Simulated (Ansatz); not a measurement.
# NiSe2: the cost of one run

Method: DFT PBEsol+U (U_eff = 4 eV on Ni d), plane waves, PAW, in Ansatz 0.2.0.

## Step 1: The system as given

The structure is cubic, space group Fm-3m (No. 225). Conventional cell: a = 5.896 Å, b = 5.896 Å, c = 5.896 Å, α = 90.00°, β = 90.00°, γ = 90.00°. Ni (site symmetry m-3m) is surrounded by 8 Se at 2.55 Å. Around Se (site symmetry -43m) lie 4 Ni at 2.55 Å.

As a file:

```cif
data_structure
_symmetry_space_group_name_H-M 'P 1'
_symmetry_Int_Tables_number 1
_cell_length_a 4.1691
_cell_length_b 4.1691
_cell_length_c 4.1691
_cell_angle_alpha 60.000
_cell_angle_beta 60.000
_cell_angle_gamma 60.000
_cell_volume 51.24
loop_
_atom_site_label
_atom_site_type_symbol
_atom_site_fract_x
_atom_site_fract_y
_atom_site_fract_z
_atom_site_occupancy
Ni1 Ni 0.00000 0.00000 0.00000 1
Se1 Se 0.25000 0.25000 0.25000 1
Se2 Se 0.75000 0.75000 0.75000 1
```

An earlier series on this cell reached its lowest free state from «ferromagnetic start, free, natural orbitals of the symmetric run filled by rank», perhaps among other starts.

## Step 2: Total moment held at first, then free, 2.00 μB per cell

Input file input.yaml:

```yaml
crystal:
  lattice:
    - [0.0, 2.94801619, 2.94801619]
    - [2.94801619, 0.0, 2.94801619]
    - [2.94801619, 2.94801619, 0.0]
  atoms:
    - { symbol: Ni, position: [0.0, 0.0, 0.0], spin: 2.0 }
    - { symbol: Se, position: [0.25, 0.25, 0.25] }
    - { symbol: Se, position: [0.75, 0.75, 0.75] }
basis:
  ecutwfc: 420
  ecutrho_ratio: 4
kpoints:
  mp_grid: { grid: [6, 6, 6] }
hamiltonian:
  xc: pbesol
  hubbard: { sites: [{ site: 0, l: d, u_eff: 4.0 }] }
scf:
  occupations: { method: gaussian, width: 0.05 }
  lower_state_search: "off"
  max_iter: 150
output:
  forces: true
  stress: true
  eigenvalues: true
  populations: true
  hubbard: { sites: [{ site: 0, l: d }] }
magnetization:
  spin_polarized: true
  initial_magnetization: 2.0
  spin_locking: { lock_magnetization: soft, n_iters: 6 }
```

The lock is temporary (n_iters 6) and is released on the way.

The run is started by

```console
$ ansatz run input.yaml --threads 2 --pin off --max-ram 3072MiB --backend cpu --events-out ev --progress --plain --runs-dir out
```

What time and memory should one allow on 2 threads of AMD EPYC 7R43 (Zen 3), shared host?

About 3.3 s, with a peak of 0.43 GiB.
